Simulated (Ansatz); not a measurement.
# C2HCa: the cost of one run

Program: Ansatz 0.2.0. Level of theory: the levels named in each step. These are calculated values, not measurements.

**1. Starting point**

Bond lengths: C1–C2 1.210 Å, C2–Ca3 2.324 Å, C1–H4 1.063 Å. Angles: C1–C2–Ca3 180.0°, C2–C1–H4 180.0°.

Structure file:

```xyz
4

C     0.0000    0.0000   -0.9202
C     0.0000    0.0000    0.2901
Ca    0.0000    0.0000    2.6138
H     0.0000    0.0000   -1.9836
```

**2. A rough first relaxation, PBE-D4/def2-SVP**

This run stands in another session on the same molecule. It ended at:

```xyz
4

C     0.0000    0.0000   -0.9219
C     0.0000    0.0000    0.3217
Ca    0.0000    0.0000    2.6064
H     0.0000    0.0000   -2.0062
```

**3. Relaxation, PBE0-D4/def2-TZVPP**

input.yaml

```yaml
crystal:
  periodic: [false, false, false]
  atoms:
    - { symbol: C, position_ang: [0.0, 0.0, -0.92186239] }
    - { symbol: C, position_ang: [0.0, 0.0, 0.32166443] }
    - { symbol: Ca, position_ang: [0.0, 0.0, 2.60638508] }
    - { symbol: H, position_ang: [0.0, 0.0, -2.00618712] }
magnetization:
  spin_polarized: true
  initial_magnetization: 1
basis:
  gaussian: { orbitals: def2-TZVPP }
hamiltonian:
  xc: pbe0
  dispersion: d4
relax:
  f_tol: 0.002
  max_steps: 150
```

Started as:

```
> ansatz run input.yaml --threads 2 --pin off --max-ram 5120MiB --backend cpu --events-out ev --progress --plain --runs-dir out
```

Q: Estimate wall time and peak memory on 2 threads of Intel Xeon at 2.50GHz (Skylake/Cascade Lake), shared host.

About 54 s, with a peak of 0.26 GiB.
